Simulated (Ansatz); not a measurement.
**HSE06/def2-SVP run of CH6B2O (SMILES BB(C)O)**

Aim: the vertical singlet–triplet gap of CH6B2O at HSE06/def2-SVP, from 2 runs. 

The calculation is run with Ansatz 0.2.0.

69 further runs of the same task are left out: 69 set aside as unsound or not needed.

### Step 1. The structure to begin with

CH6B2O has 10 atoms, charge 0, and is taken as a singlet. As SMILES, `BB(C)O`. The coordinates come from a PBE0-D4/def2-TZVP relaxation. This is one conformer, not always the lowest.

Bond lengths: B1–B2 1.681 Å, B2–C3 1.575 Å, B2–O4 1.367 Å, B1–H5 1.201 Å, B1–H6 1.200 Å, C3–H7 1.093 Å, C3–H8 1.094 Å, C3–H9 1.097 Å, O4–H10 0.959 Å. Some angles: B1–B2–C3 118.7°, B1–B2–O4 125.5°, C3–B2–O4 115.8°, B2–B1–H5 121.9°, B2–B1–H6 122.5°, B2–C3–H7 113.8°, B2–C3–H8 111.5°, B2–C3–H9 108.5°, B2–O4–H10 114.4°, H5–B1–H6 115.4°.

### Step 2. A single-point energy at HSE06/def2-SVP

job.yaml

```yaml
crystal:
  periodic: [false, false, false]
  atoms:
    - symbol: B
      position_ang: [-1.157400, 0.826800, -0.622100]
    - symbol: B
      position_ang: [0.289400, 0.045900, -0.271000]
    - symbol: C
      position_ang: [0.377300, -0.834700, 1.032200]
    - symbol: O
      position_ang: [1.432600, 0.117800, -1.017900]
    - symbol: H
      position_ang: [-2.010400, 0.312100, -1.292200]
    - symbol: H
      position_ang: [-1.440400, 1.898900, -0.162200]
    - symbol: H
      position_ang: [-0.546500, -1.371000, 1.265900]
    - symbol: H
      position_ang: [1.200400, -1.552500, 0.975700]
    - symbol: H
      position_ang: [0.572700, -0.174500, 1.886700]
    - symbol: H
      position_ang: [1.365300, 0.679800, -1.792300]
basis:
  gaussian:
    orbitals: def2-SVP
output:
  orbitals: {seedname: orbitals}
hamiltonian:
  xc: hse06
accuracy: high
```

Launch:

```sh
$ ansatz run job.yaml --threads 1 --pin off --max-ram 3480MiB --events-out events.jsonl --progress --plain --runs-dir runs
```

What it wrote:

```text
Warning: RAYON_NUM_THREADS=1 ignored (pool sized by the plan → 1); use --threads N
Functional definition: HSE06
  name "HSE06"
  parameter a = 0.25
  parameter omega = 0.11/bohr
  exchange = pbe_x - a*pbe_x_sr(omega) + a*exact_x_sr(omega)
  correlation = pbe_c
2073 factors; integrals over basis functions are off by at most 3.2e-9 eV
100 factors; integrals over basis functions are off by at most 2.4e-9 eV
mean field evaluation 1: about -4518.7814 eV, gradient 5.5e1 eV
mean field evaluation 2: about -4513.8103 eV, gradient 7.4e1 eV
mean field evaluation 4: about -4525.5156 eV, gradient 3.1e0 eV
mean field evaluation 8: about -4525.5377 eV, gradient 7.6e-2 eV
mean field evaluation 16: about -4525.5377 eV, gradient 3.0e-6 eV
mean field -4525.53773713 eV, -166.3104443199 hartree, gradient 3.3e-8 eV, S^2 0.000000; 0 other end points of the search recorded, 0 dependent functions left out
reference -4525.53774062 eV, -166.3104444482 hartree; 15, 15 occupied and 71, 71 virtual orbitals, 2073 factors
Total energy: -4525.53774062 eV, -166.3104444482 hartree
```

Run time: 6.3 s. Hardware: 1 thread of Arm Neoverse V2, shared host; peak memory 0.28 GiB.

### Step 3. The triplet, same level

run.yaml

```yaml
crystal:
  periodic: [false, false, false]
  atoms:
    - {symbol: B, position_ang: [-1.157400, 0.826800, -0.622100]}
    - {symbol: B, position_ang: [0.289400, 0.045900, -0.271000]}
    - {symbol: C, position_ang: [0.377300, -0.834700, 1.032200]}
    - {symbol: O, position_ang: [1.432600, 0.117800, -1.017900]}
    - {symbol: H, position_ang: [-2.010400, 0.312100, -1.292200]}
    - {symbol: H, position_ang: [-1.440400, 1.898900, -0.162200]}
    - {symbol: H, position_ang: [-0.546500, -1.371000, 1.265900]}
    - {symbol: H, position_ang: [1.200400, -1.552500, 0.975700]}
    - {symbol: H, position_ang: [0.572700, -0.174500, 1.886700]}
    - {symbol: H, position_ang: [1.365300, 0.679800, -1.792300]}
basis:
  gaussian:
    orbitals: def2-SVP
accuracy: high
output: {orbitals: {seedname: orbitals}}
hamiltonian:
  xc: {name: HSE06}
magnetization:
  spin_polarized: true
  initial_magnetization: 2
```

Launch:

```sh
$ ansatz run run.yaml --threads 1 --pin off --max-ram 3480MiB --events-out events.jsonl --progress --plain --runs-dir runs
```

What it wrote (excerpt; [...] marks lines left out):

```text
Warning: RAYON_NUM_THREADS=1 ignored (pool sized by the plan → 1); use --threads N
[... 6 set-up lines as earlier in the session ...]
2073 factors; integrals over basis functions are off by at most 3.2e-9 eV
100 factors; integrals over basis functions are off by at most 2.4e-9 eV
mean field evaluation 1: about -4516.1482 eV, gradient 3.5e1 eV
mean field evaluation 2: about -4514.2644 eV, gradient 4.2e1 eV
mean field evaluation 4: about -4521.9455 eV, gradient 1.5e0 eV
mean field evaluation 8: about -4522.1667 eV, gradient 1.1e-1 eV
mean field evaluation 16: about -4522.1668 eV, gradient 2.1e-4 eV
mean field -4522.16681177 eV, -166.1865650977 hartree, gradient 9.3e-8 eV, S^2 2.005290; 0 other end points of the search recorded, 0 dependent functions left out
reference -4522.16681533 eV, -166.1865652285 hartree; 16, 14 occupied and 70, 72 virtual orbitals, 2073 factors
Total energy: -4522.16681533 eV, -166.1865652285 hartree
```

It took 14 s on 1 thread of Arm Neoverse V2, shared host; peak memory 0.38 GiB.

### Step 4. What came out

At HSE06/def2-SVP:

```
                                        quantity          value
                           singlet: total energy  -166.31044 Eh
                            singlet: HOMO energy       -7.16 eV
                            singlet: LUMO energy       -2.15 eV
                          singlet: HOMO–LUMO gap        5.01 eV
                           triplet: total energy  -166.18657 Eh
     triplet: HOMO energy (highest over α and β)       -3.95 eV
                                   triplet: ⟨S²⟩          2.005
vertical energy of the triplet above the singlet       3.371 eV
```

At this shape the triplet lies 3.37 eV (78 kcal/mol) above the singlet.
